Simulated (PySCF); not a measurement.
# SnO2: one geometry, several methods

Aim: at the PBE0 minimum of singlet SnO2, found before, compare methods on energies and levels.

Program: PySCF 2.14.0. Level of theory: several methods, basis Sn x2c-TZVPall, O x2c-TZVPall, spin-free X2C, no spin–orbit coupling, density fitting. These are calculated values, not measurements.

### Step 1. Where the work starts

3 atoms, charge 0, spin multiplicity 1.

Bond lengths: Sn1–O2 1.801 Å, Sn1–O3 1.801 Å. Angles: O2–Sn1–O3 180.0°.

```xyz
3
charge 0 multiplicity 1
Sn    0.0000    0.0000    0.0000
O     0.0000    0.0000    1.8015
O     0.0000    0.0000   -1.8015
```

### Step 2. PBE0

The steps are one call of a driver around PySCF; scf.py gives each level's set-up. Each SCF starts from the density of the minimum. The driver also runs the species with one electron less or more at the same geometry (one less: multiplicity 2, one more: multiplicity 2); their logs are not shown.

File scf.py:

```python
from pyscf import gto, scf, dft
mol = gto.M(atom='''
Sn    -0.000000     0.000000     0.000000
O     -0.000000     0.000000     1.801490
O      0.000000     0.000000    -1.801490''',
    basis={'Sn': 'x2c-TZVPall', 'O': 'x2c-TZVPall'},
    nucmod='G',
    charge=0, spin=0)
mf = dft.RKS(mol, xc='PBE0')
mf.grids.atom_grid = (99, 590)
aux = {'Sn': 'AutoAux', 'O': 'AutoAux'}  # AutoAux: made from the orbital basis
mf = mf.density_fit(auxbasis=aux).sfx2c1e()
mf.kernel()
```

Output:

```text
init E= -6326.54776555803
  HOMO = -0.315371655462823  LUMO = -0.113800725327203  gap/eV = 5.48502
cycle= 1 E= -6326.54776555644  delta_E= 1.59e-09  |g|= 9.45e-05  |ddm|= 7.49e-05
  HOMO = -0.315376839201162  LUMO = -0.113803266559685  gap/eV = 5.48510
cycle= 2 E= -6326.54776553169  delta_E= 2.48e-08  |g|= 0.000361  |ddm|= 0.00025
  HOMO = -0.31537414282334  LUMO = -0.113801928872286  gap/eV = 5.48506
cycle= 3 E= -6326.54776555823  delta_E= -2.65e-08  |g|= 1.41e-05  |ddm|= 0.000199
  HOMO = -0.31537295944515  LUMO = -0.113801315639714  gap/eV = 5.48504
cycle= 4 E= -6326.54776555828  delta_E= -5.09e-11  |g|= 2.38e-06  |ddm|= 9.9e-06
  HOMO = -0.315373269751933  LUMO = -0.113801397684988  gap/eV = 5.48505
Extra cycle  E= -6326.54776555826  delta_E= 1.27e-11  |g|= 4.43e-06  |ddm|= 4.61e-06
converged SCF energy = -6326.54776555826
```

This level, with the species of one electron less or more, needed 11 s of wall time on 4 threads, shared host.

| Item | Value |
| --- | --- |
| energy | -6326.547766 Eh |
| one electron less (charge +1) | -6326.152975 Eh (doublet, ⟨S²⟩ 0.83) |
| one electron more (charge -1) | -6326.584484 Eh (doublet, ⟨S²⟩ 0.76) |
| Mulliken charge of Sn1 | +1.06 e |

### Step 3. HF

Edit scf.py of step 2 so:

```diff
@@ -9,2 +9 @@
-mf = dft.RKS(mol, xc='PBE0')
-mf.grids.atom_grid = (99, 590)
+mf = scf.RHF(mol)
```

Output, shortened:

```text
[... the frontier levels of the middle cycles are left out ...]
init E= -6323.49860321042
  HOMO = -0.463771014159792  LUMO = 0.0113340594948336  gap/eV = 12.92827
cycle= 1 E= -6323.53102047817  delta_E= -0.0324  |g|= 0.0969  |ddm|= 0.442
  HOMO = -0.448027459036559  LUMO = 0.015079848592453  gap/eV = 12.60179
cycle= 2 E= -6323.53255885521  delta_E= -0.00154  |g|= 0.0613  |ddm|= 0.104
  HOMO = -0.458731294832527  LUMO = 0.0133642699536083  gap/eV = 12.84637
cycle= 3 E= -6323.53327756082  delta_E= -0.000719  |g|= 0.0223  |ddm|= 0.0535
cycle= 4 E= -6323.53339367097  delta_E= -0.000116  |g|= 0.0029  |ddm|= 0.0186
cycle= 5 E= -6323.53339832389  delta_E= -4.65e-06  |g|= 0.000792  |ddm|= 0.005
cycle= 6 E= -6323.53339888452  delta_E= -5.61e-07  |g|= 0.000372  |ddm|= 0.00178
cycle= 7 E= -6323.53339902352  delta_E= -1.39e-07  |g|= 0.000157  |ddm|= 0.00107
cycle= 8 E= -6323.5333990452  delta_E= -2.17e-08  |g|= 4.6e-05  |ddm|= 0.000491
cycle= 9 E= -6323.53339904579  delta_E= -5.86e-10  |g|= 2.68e-05  |ddm|= 5.9e-05
  HOMO = -0.456049052217606  LUMO = 0.0162521691777655  gap/eV = 12.85197
Extra cycle  E= -6323.53339904578  delta_E= 1.27e-11  |g|= 3.14e-05  |ddm|= 3.32e-05
converged SCF energy = -6323.53339904578
```

This level, with the species of one electron less or more, took 4.5 s.

* energy: -6323.533399 Eh
* one electron less (charge +1): -6323.197555 Eh (doublet, ⟨S²⟩ 1.36)
* one electron more (charge -1): -6323.548259 Eh (doublet, ⟨S²⟩ 0.78)
* Mulliken charge of Sn1: +1.41 e

### Step 4. MP2

Edit scf.py of step 3 so:

```diff
@@ -12,0 +13,2 @@
+from pyscf.mp import dfmp2
+dfmp2.DFMP2(mf, frozen=20).kernel()  # the driver gives MP2 a fitting basis of its own (RI)
```

Output, shortened:

```text
[... the frontier levels of the middle cycles are left out ...]
init E= -6323.49860321042
  HOMO = -0.46377101415979  LUMO = 0.0113340594948291  gap/eV = 12.92827
cycle= 1 E= -6323.53102047817  delta_E= -0.0324  |g|= 0.0969  |ddm|= 0.442
  HOMO = -0.448027459036558  LUMO = 0.0150798485924431  gap/eV = 12.60179
cycle= 2 E= -6323.53255885522  delta_E= -0.00154  |g|= 0.0613  |ddm|= 0.104
  HOMO = -0.458731294832548  LUMO = 0.0133642699535989  gap/eV = 12.84637
cycle= 3 E= -6323.53327756083  delta_E= -0.000719  |g|= 0.0223  |ddm|= 0.0535
cycle= 4 E= -6323.53339367096  delta_E= -0.000116  |g|= 0.0029  |ddm|= 0.0186
cycle= 5 E= -6323.53339832389  delta_E= -4.65e-06  |g|= 0.000792  |ddm|= 0.005
cycle= 6 E= -6323.53339888453  delta_E= -5.61e-07  |g|= 0.000372  |ddm|= 0.00178
cycle= 7 E= -6323.53339902352  delta_E= -1.39e-07  |g|= 0.000157  |ddm|= 0.00107
cycle= 8 E= -6323.53339904521  delta_E= -2.17e-08  |g|= 4.6e-05  |ddm|= 0.000491
cycle= 9 E= -6323.53339904579  delta_E= -5.87e-10  |g|= 2.68e-05  |ddm|= 5.9e-05
  HOMO = -0.456049052217616  LUMO = 0.0162521691777323  gap/eV = 12.85197
Extra cycle  E= -6323.53339904578  delta_E= 1.73e-11  |g|= 3.14e-05  |ddm|= 3.32e-05
converged SCF energy = -6323.53339904578
```

This level, with the species of one electron less or more, took 5.6 s.

- energy: -6324.374217 Eh
- one electron less (charge +1): -6323.906307 Eh (doublet, ⟨S²⟩ 1.36)
- one electron more (charge -1): -6324.404671 Eh (doublet, ⟨S²⟩ 0.78)
- MP2 correlation in its own fitting basis (same spin, opposite spin): -0.84082 Eh (-0.25572, -0.58509)

### Step 5. PBE

Edit scf.py of step 4 so:

```diff
@@ -9 +9,2 @@
-mf = scf.RHF(mol)
+mf = dft.RKS(mol, xc='PBE')
+mf.grids.atom_grid = (99, 590)
@@ -13,2 +13,0 @@
-from pyscf.mp import dfmp2
-dfmp2.DFMP2(mf, frozen=20).kernel()  # the driver gives MP2 a fitting basis of its own (RI)
```

Output, shortened:

```text
[... the frontier levels of the middle cycles are left out ...]
init E= -6326.49388635716
  HOMO = -0.25066865796411  LUMO = -0.144305738815417  gap/eV = 2.89428
cycle= 1 E= -6326.49250626478  delta_E= 0.00138  |g|= 0.16  |ddm|= 0.297
  HOMO = -0.296028411868946  LUMO = -0.163687344809686  gap/eV = 3.60118
cycle= 2 E= -6326.42080736672  delta_E= 0.0717  |g|= 0.614  |ddm|= 0.581
  HOMO = -0.26362884082139  LUMO = -0.149022176116356  gap/eV = 3.11861
cycle= 3 E= -6326.49840602067  delta_E= -0.0776  |g|= 0.054  |ddm|= 0.394
cycle= 4 E= -6326.49914698321  delta_E= -0.000741  |g|= 0.00497  |ddm|= 0.0481
cycle= 5 E= -6326.4991460199  delta_E= 9.63e-07  |g|= 0.0048  |ddm|= 0.00528
cycle= 6 E= -6326.4991506018  delta_E= -4.58e-06  |g|= 0.000956  |ddm|= 0.00305
cycle= 7 E= -6326.49915079611  delta_E= -1.94e-07  |g|= 0.000177  |ddm|= 0.000916
cycle= 8 E= -6326.49915080182  delta_E= -5.71e-09  |g|= 1.86e-05  |ddm|= 0.000107
cycle= 9 E= -6326.49915080189  delta_E= -7.28e-11  |g|= 2.56e-06  |ddm|= 1.08e-05
  HOMO = -0.260944638249123  LUMO = -0.148448288139546  gap/eV = 3.06118
Extra cycle  E= -6326.49915080188  delta_E= 9.09e-12  |g|= 9.78e-06  |ddm|= 9.85e-06
converged SCF energy = -6326.49915080188
```

This level, with the species of one electron less or more, took 23 s.

| Property | Result |
| --- | --- |
| energy | -6326.499151 Eh |
| one electron less (charge +1) | -6326.109693 Eh (doublet, ⟨S²⟩ 0.77) |
| one electron more (charge -1) | -6326.532204 Eh (doublet, ⟨S²⟩ 0.75) |
| Mulliken charge of Sn1 | +0.93 e |

### Step 6. Comparison of the levels

| level | vertical ionisation energy (eV) | vertical electron affinity (eV) | −ε(HOMO) (eV) | gap (eV) | wall time |
| --- | --- | --- | --- | --- | --- |
| PBE0 | 10.74 | 1.00 | 8.58 | 5.49 | 11 s |
| HF | 9.14 | 0.40 | 12.41 | 12.85 | 4.5 s |
| MP2 | 12.73 | 0.83 | – | – | 5.6 s |
| PBE | 10.60 | 0.90 | 7.10 | 3.06 | 23 s |

Times are for 4 threads, shared host; PBE0 starts from its own converged density, so its time is not comparable. A dash stands where a species or a free atom was not run at that level, or the quantity is not defined.

### Step 7. Results

| quantity | value |
| --- | --- |
| vertical ionisation energy, range | 9.14 (HF) to 12.73 (MP2) eV |
| vertical electron affinity, range | 0.40 (HF) to 1.00 (PBE0) eV |
| orbital gap, range | 3.06 (PBE) to 12.85 (HF) eV |

What this shows: The vertical ionisation energy spreads over 3.59 eV, from HF to MP2; without a CCSD(T) value for it there is no yardstick here. Spin contamination is strong in at least one of the open-shell species at HF, MP2. Without diffuse functions electron affinities tend to come out too low.
